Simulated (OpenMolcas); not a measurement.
**SnHF3 (SMILES [H][Sn]([F])([F])[F]) at 6 levels**

Wanted: a comparison of 6 runs (HF/3-21G, HF/def2-SVP, B3LYP/3-21G, TPSS/def2-SVPD, MP2/def2-SVPD, RI-MP2/def2-SVPD) of SnHF3. 

The calculation is run with OpenMolcas 26.06.

6 further runs of the same task are left out: 1 that didn't finish, 5 set aside as unsound or not needed.

## 1. The molecule

SnHF3 has 5 atoms, charge 0, and is taken as a singlet. As SMILES, `[H][Sn]([F])([F])[F]`. Geometry: a GFN2-xTB relaxation, a rough one for these elements and not checked as a minimum.

Bond lengths: Sn1–F3 1.913 Å, Sn1–F4 1.913 Å, Sn1–F5 1.913 Å, Sn1–H2 1.672 Å. Angles: F3–Sn1–F4 103.0°, F3–Sn1–F5 102.8°, F4–Sn1–F5 102.9°, H2–Sn1–F3 115.5°, H2–Sn1–F4 115.3°, H2–Sn1–F5 115.5°.

## 2. Energy and forces at HF/3-21G (run 1)

File input.xyz:

```xyz
5

Sn     0.001160    -0.001910     0.158480
H      0.011060    -0.016900     1.830520
F      1.723270     0.009710    -0.674170
F     -0.872260     1.500970    -0.641300
F     -0.863220    -1.491870    -0.673520
```

File mol.inp:

```
&GATEWAY
 BasLib=$CurrDir
 Coord=input.xyz
 Basis=3-21G
 Group=NoSym

&SEWARD

&SCF
 Thresholds=1e-10 1e-07 1e-07 1e-05
 PrOrbitals=1 2

&ALASKA
```

The basis set 3-21G is read from a file made from the Basis Set Exchange's data (not shown).

Command:

```sh
$ export MOLCAS_MEM=1860
$ pymolcas mol.inp > mol.log
```

The log of the run:

```text
--- Start Module: gateway ---
[...]
--- Stop Module: gateway /rc=_RC_ALL_IS_WELL_ ---
[...]
      Basis functions           60
[...]
--- Start Module: scf ---
[...]
       Convergence after  12 Iterations
[...]
::    Total SCF energy                              -6293.6664263910
[...]
      Total spin, S                                     0.0000000000
[...]
      Total electronic charge=   78.000000
      Total            charge=   -0.000000
[...]
      Dipole Moment (debye):
      Origin of the operator (angstrom)=   -0.0005    0.0006   -0.0952
                   X=  2.7721E-02               Y= -4.4087E-02               Z=  4.1331E+00           Total=  4.1334E+00
      Quadrupole Moment (debye*angstrom):
[...]
--- Stop Module: scf /rc=_RC_ALL_IS_WELL_ ---
[...]
--- Start Module: alaska ---
[...]
 *              Molecular gradients               *
 **************************************************
  Irreducible representation: a
 ------------------------------------------------------------------------------------------
                              X                       Y                       Z
 ------------------------------------------------------------------------------------------
  SN1               4.63467614951946E-04   -7.01099294130036E-04    4.82471853163275E-02
  H2               -7.14632100497492E-05    1.45741395212048E-04   -7.89957690109766E-03
  F3                2.44501267930488E-02    1.36220330668124E-04   -1.35823448496559E-02
  F4               -1.25701758827788E-02    2.16037211854712E-02   -1.31521057594295E-02
  F5               -1.22719553151391E-02   -2.11845836172131E-02   -1.36131578061018E-02
 ------------------------------------------------------------------------------------------
--- Stop Module: alaska /rc=_RC_ALL_IS_WELL_ ---
[...]
```

It took 3.6 s on 1 thread of Arm Neoverse V2, shared host; peak memory 0.39 GiB.

## 3. Energy and gradient at HF/def2-SVP (core potential) (run 2)

File job.input:

```
>>> EXPORT MOLCAS_PRINT=2
&GATEWAY
BasLib = $CurrDir
Coord
5
angstrom
Sn       0.001160      -0.001910       0.158480
H        0.011060      -0.016900       1.830520
F        1.723270       0.009710      -0.674170
F       -0.872260       1.500970      -0.641300
F       -0.863220      -1.491870      -0.673520
Basis = def2-SVP
Group = NoSym
&SEWARD
&SCF
Thresholds = 1e-10 1e-07 1e-07 1e-05
PrOrbitals = 1
&ALASKA
```

The basis set def2-SVP is read from a file made from the Basis Set Exchange's data (not shown).

Command:

```sh
$ export MOLCAS_MEM=1860
$ pymolcas job.input > job.log
```

The log of the run:

```text
--- Start Module: gateway ---
[...]
--- Stop Module: gateway /rc=_RC_ALL_IS_WELL_ ---
[...]
      Basis functions           73
[...]
--- Start Module: scf ---
[...]
       Convergence after  12 Iterations
[...]
::    Total SCF energy                               -512.0618138924
[...]
      Total spin, S                                     0.0000000000
[...]
      Total electronic charge=   50.000000
      Total            charge=   -0.000000
[...]
      Dipole Moment (debye):
      Origin of the operator (angstrom)=   -0.0005    0.0006   -0.0952
                   X=  2.9650E-02               Y= -4.6695E-02               Z=  4.4466E+00           Total=  4.4470E+00
      Quadrupole Moment (debye*angstrom):
[...]
--- Stop Module: scf /rc=_RC_ALL_IS_WELL_ ---
[...]
--- Start Module: alaska ---
[...]
 *              Molecular gradients               *
 **************************************************
  Irreducible representation: a
 ------------------------------------------------------------------------------------------
                              X                       Y                       Z
 ------------------------------------------------------------------------------------------
  SN1               2.88206305934013E-04   -4.16249274374142E-04    2.31193418983739E-02
  H2               -1.69316593998659E-05    5.26336710021738E-05   -2.17996779952045E-05
  F3                9.01313152986205E-03    5.11437792935221E-05   -7.73049628854405E-03
  F4               -4.74245752316982E-03    8.13481069335253E-03   -7.60455993354814E-03
  F5               -4.54194865326230E-03   -7.82233886928907E-03   -7.76248599827944E-03
 ------------------------------------------------------------------------------------------
--- Stop Module: alaska /rc=_RC_ALL_IS_WELL_ ---
[...]
```

It took 5.1 s on 1 thread of Arm Neoverse V2, shared host; peak memory 0.42 GiB.

Run 3 isn't shown in full; the table further down has it.

## 4. Energy and gradient at TPSS/def2-SVPD (core potential) (run 4)

File struct.xyz:

```xyz
5

Sn     0.001160    -0.001910     0.158480
H      0.011060    -0.016900     1.830520
F      1.723270     0.009710    -0.674170
F     -0.872260     1.500970    -0.641300
F     -0.863220    -1.491870    -0.673520
```

File calc.inp:

```
* F3HSn Kohn-Sham DFT

&GATEWAY
 BASLIB = $CurrDir
 COORD = struct.xyz
 BASIS = def2-SVPD
 GROUP = NoSym

&SEWARD
 GRIDINPUT
 Grid=UltraFine
 End of Grid

&SCF
 KSDFT = 2
 1.0 MGGA_X_TPSS
 1.0 MGGA_C_TPSS
 THRESHOLDS = 1e-10 1e-07 1e-07 1e-05
 PRORBITALS = 1

&ALASKA
```

The basis set def2-SVPD is read from a file made from the Basis Set Exchange's data (not shown).

Command:

```sh
$ export MOLCAS_MEM=1860
$ pymolcas calc.inp > calc.log
```

The log of the run:

```text
--- Start Module: gateway ---
[...]
--- Stop Module: gateway /rc=_RC_ALL_IS_WELL_ ---
[...]
      Basis functions          109
[...]
--- Start Module: scf ---
[...]
       Convergence after  16 Iterations
[...]
::    Total KS-DFT energy                            -514.2212531501
[...]
      Total spin, S                                     0.0000000000
[...]
      Total electronic charge=   50.000000
      Total            charge=   -0.000000
[...]
      Dipole Moment (debye):
      Origin of the operator (angstrom)=   -0.0005    0.0006   -0.0952
                   X=  2.4871E-02               Y= -3.9171E-02               Z=  3.6979E+00           Total=  3.6982E+00
      Quadrupole Moment (debye*angstrom):
[...]
--- Stop Module: scf /rc=_RC_ALL_IS_WELL_ ---
[...]
--- Start Module: alaska ---
[...]
 *              Molecular gradients               *
 **************************************************
  Irreducible representation: a
 ------------------------------------------------------------------------------------------
                              X                       Y                       Z
 ------------------------------------------------------------------------------------------
  SN1               1.04501462282469E-04   -1.40835343528906E-04   -4.57919532986750E-03
  H2               -5.40949278645952E-05    1.02393604489721E-04   -6.97309153570203E-03
  F3               -1.43769273804786E-02   -1.00216853684054E-04    3.97549118535423E-03
  F4                7.13203206752411E-03   -1.22875196369048E-02    3.64160805285518E-03
  F5                7.19448877841877E-03    1.24261782296262E-02    3.93518762728551E-03
 ------------------------------------------------------------------------------------------
--- Stop Module: alaska /rc=_RC_ALL_IS_WELL_ ---
[...]
```

Wall time 58 s (1 thread of Arm Neoverse V2, shared host); peak memory 0.64 GiB.

Run 5 isn't shown in full; the table further down has it.

## 5. A single-point energy at RI-MP2/def2-SVPD (Cholesky decomposition, core potential) (run 6)

File mol.input:

```
&GATEWAY
BasLib=$CurrDir
BasisSet
Sn.def2-SVPD....
Sn1 0.001160 -0.001910 0.158480 angstrom
End of Basis
BasisSet
H.def2-SVPD....
H2 0.011060 -0.016900 1.830520 angstrom
End of Basis
BasisSet
F.def2-SVPD....
F3 1.723270 0.009710 -0.674170 angstrom
F4 -0.872260 1.500970 -0.641300 angstrom
F5 -0.863220 -1.491870 -0.673520 angstrom
End of Basis
&SEWARD
High
&SCF
PrOrbitals=1
&MBPT2
Frozen=7
```

The basis set def2-SVPD is read from a file made from the Basis Set Exchange's data (not shown).

Command:

```sh
$ export MOLCAS_MEM=1860
$ pymolcas mol.input > mol.log
```

The log of the run:

```text
--- Start Module: gateway ---
[...]
--- Stop Module: gateway /rc=_RC_ALL_IS_WELL_ ---
[...]
      Basis functions          109
[...]
--- Start Module: scf ---
[...]
       Convergence after  11 Iterations
[...]
::    Total SCF energy                               -512.0949814172
[...]
      Total spin, S                                     0.0000000000
[...]
      Total electronic charge=   50.000000
      Total            charge=   -0.000000
[...]
      Dipole Moment (debye):
      Origin of the operator (angstrom)=   -0.0005    0.0006   -0.0952
                   X=  2.9262E-02               Y= -4.6007E-02               Z=  4.3676E+00           Total=  4.3680E+00
      Quadrupole Moment (debye*angstrom):
[...]
--- Stop Module: scf /rc=_RC_ALL_IS_WELL_ ---
[...]
--- Start Module: mbpt2 ---
[...]
WARNING!
Default frozen orbitals as non valence orbitals is overwritten by user input.
Default values:   3
[...]
       Reference weight ( Cref**2 )         =        0.84656
::    Total MBPT2 energy                             -512.8156595217
[...]
--- Stop Module: mbpt2 /rc=_RC_ALL_IS_WELL_ ---
[...]
```

Run time: 12 s. Hardware: 1 thread of Arm Neoverse V2, shared host; peak memory 0.093 GiB.

## 6. The series

| run | level | integration grid | task | energy (Eh) | dipole moment (D) of the reference | HOMO energy (eV) | LUMO energy (eV) | wall time |
| --- | --- | --- | --- | --- | --- | --- | --- | --- |
| 1 | HF/3-21G | – | gradient | -6293.666426 | 4.13 | -14.57 | 2.48 | 3.6 s |
| 2 | HF/def2-SVP (core potential) | – | gradient | -512.061814 | 4.45 | -15.26 | 1.79 | 5.1 s |
| 3 | B3LYP/3-21G | UltraFine | gradient | -6297.411045 | 3.28 | -9.55 | -1.53 | 9.6 s |
| 4 | TPSS/def2-SVPD (core potential) | UltraFine | gradient | -514.221253 | 3.70 | -9.62 | -3.27 | 58 s |
| 5 | MP2/def2-SVPD (core potential) | – | energy | -512.815660 | 4.37 | -15.41 | 1.27 | 12 s |
| 6 | RI-MP2/def2-SVPD (Cholesky decomposition, core potential) | – | energy | -512.815660 | 4.37 | -15.41 | 1.27 | 12 s |

## 7. Results

```
                                          quantity          value
                               run 6: total energy  -512.81566 Eh
         run 6: dipole moment (mean-field density)         4.37 D
        run 6: HOMO energy (Hartree–Fock orbitals)      -15.41 eV
        run 6: LUMO energy (Hartree–Fock orbitals)        1.27 eV
      run 6: HOMO–LUMO gap (Hartree–Fock orbitals)       16.68 eV
run 6: correlation energy (7 core orbitals frozen)     -720.7 mEh
```

**Reading.** Over runs 1, 2, 3, 4 the dipole moment (its size) runs from 3.28 D (B3LYP/3-21G) to 4.45 D (HF/def2-SVP). The two ends differ in method and basis and core potential. Over runs 1, 2, 3, 4 the HOMO–LUMO gap runs from 6.35 eV (TPSS/def2-SVPD) to 17.05 eV (HF/3-21G). Totals of different functionals can't be ranked against each other. Some runs of one species differ in core potentials or relativity; totals across that change don't compare. In runs 1, 3 relativity is left out where basis or elements ask for it. All runs together took 1.7 min, the longest 58 s.
